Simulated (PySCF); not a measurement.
# C3H8ClNSi2: the cost of one run

Computed with PySCF 2.14.0, with density-fitted response routines of our own, on a single molecule in the gas phase. Atoms count from 0, in the outputs and in this text.

## Step 1: Starting geometry

15 atoms, charge 0, multiplicity 1; geometry from: GFN2-xTB.

Bonds of the start (Å): C0–C1 1.33, C1–C2 1.47, C2–N3 1.26, C1–Si4 1.90, Si4–Si5 2.32, Si5–Cl6 2.03, C0–H7 1.08, C0–H8 1.08, C2–H9 1.09, N3–H10 1.02, Si4–H11 1.47, Si4–H12 1.47, Si5–H13 1.46, Si5–H14 1.46.

## Step 2: Excited states and response: PBE0/def2-SVPD

The job: settings as JSON, then the geometry in Å.

```
{"job": {"kind": "uv", "xc": "PBE0", "basis": "def2-SVPD", "nstates": 8, "ntriplets": 3}, "charge": 0, "multiplicity": 1}
C     -1.684774    -0.998563    -0.674613
C     -0.960161     0.037546    -0.257479
C     -1.325257     0.742890     0.979773
N     -1.733288     0.249097     2.061731
Si     0.603818     0.635609    -1.146100
Si     2.469431     0.000736     0.079045
Cl     2.094084    -1.753224     1.027434
H     -2.577442    -1.319556    -0.155900
H     -1.438406    -1.545419    -1.569277
H     -1.198901     1.823273     0.962344
H     -1.823536    -0.767270     2.054701
H      0.502148     2.097473    -1.259864
H      0.556963     0.083219    -2.506190
H      2.851899     0.950626     1.125187
H      3.659008    -0.228447    -0.742704
```

Method: TDDFT PBE0/def2-SVPD, vertical, gas phase, core orbitals frozen in the response.

Started as:

```console
> OMP_NUM_THREADS=1 python probes_run.py task.json out
```

This one command runs all jobs of the session in turn.

Q: Estimate the wall time and peak memory of this job on 1 thread of Arm Neoverse N1, shared host.

About 74 s, with a peak of 0.87 GiB.
